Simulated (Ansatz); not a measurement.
# Ge₂− (quartet): from Hartree-Fock to the top rungs, aug-cc-pVTZ

An exercise on one series of results from a longer session: the logs are not shown, and one member is left open.

Computed with Ansatz 0.2.0, Gaussian basis. Level: aug-cc-pVTZ, core rule «outside noble gas», up to 28 orbitals frozen.

The runs, in order: UHF; CCSD(T) on ROHF; CCSD(T) on UHF; BCCD(T) on ROHF; CCSDT(Q) on ROHF; CCSDT(Q) on UHF; CASSCF and MRCISD+Q, 9 electrons in 8 orbitals; CASSCF and NEVPT2, 9 electrons in 8 orbitals.

6 further runs of the same task are left out: 1 that didn't finish, 5 set aside as unsound or not needed.

### The geometry

The geometry is a PBE0/def2-TZVPD stationary point (not a proven minimum). No spin-orbit coupling is included. The filled d shell of Ge may be among the frozen orbitals whatever the setting's name suggests; the logs give the count.

2 atoms, charge -1, spin multiplicity 4.

Atoms are counted from 1 here; the program's logs count them from 0.

Bond lengths: Ge1–Ge2 2.526 Å.

Geometry (Å):

```xyz
2
charge -1, multiplicity 4
Ge    0.0000    0.0000    0.0000
Ge    0.0000    0.0000    2.5258
```

The first run:

The input, in.yaml:

```yaml
crystal:
  periodic: [false, false, false]
  atoms:
    - {symbol: Ge, position_ang: [0.000000, 0.000000, 0.000000]}
    - {symbol: Ge, position_ang: [0.000000, 0.000000, 2.525800]}
basis:
  gaussian: {orbitals: aug-cc-pVTZ}
total_charge: -1
magnetization: {spin_polarized: true, initial_magnetization: 3}
hamiltonian: {xc: hf}
output: {orbitals: {seedname: orbitals}}
```

The run is started by

```bash
$ ansatz run in.yaml --threads 1 --pin off --events-out ev --progress --plain --max-ram 3968MiB --backend cpu
```

Among the steps run: UHF; CCSD(T) on ROHF; CCSD(T) on UHF; BCCD(T) on ROHF; CCSDT(Q) on ROHF; CCSDT(Q) on UHF; CASSCF and MRCISD+Q, 9 electrons in 8 orbitals; CASSCF and NEVPT2, 9 electrons in 8 orbitals.

One of the session's tables, all rows but one given; the rest of the session is left out.

```
          method  from UCCSDT(Q) (kJ/mol)
            ROHF                   +529.2
             UHF                   +509.9
            RMP2                   +100.5
            UMP2                   +105.6
           RCCSD                    +35.6
           UCCSD                    +34.0
        RCCSD(T)                     +6.9
        UCCSD(T)                     +6.3
         BCCD(T)                     +7.0
          RCCSDT                     +2.9
          UCCSDT                        ?
       RCCSDT(Q)                     +0.9
       UCCSDT(Q)                        0
  CASSCF valence                   +415.8
  NEVPT2 valence                    +78.7
  MRCISD valence                    +34.6
MRCISD+Q valence                     -6.7
```

Estimate the missing values for UCCSDT.

As computed: from UCCSDT(Q) (kJ/mol): +2.0. In the column «from UCCSDT(Q) (kJ/mol)» it lies between RCCSDT(Q) (+0.9) and RCCSDT (+2.9).

Limits of these values: Restricted and unrestricted rows rest on different reference determinants; where their highest levels disagree by more than a few hundredths of an eV, they describe different states and don't form one ladder.
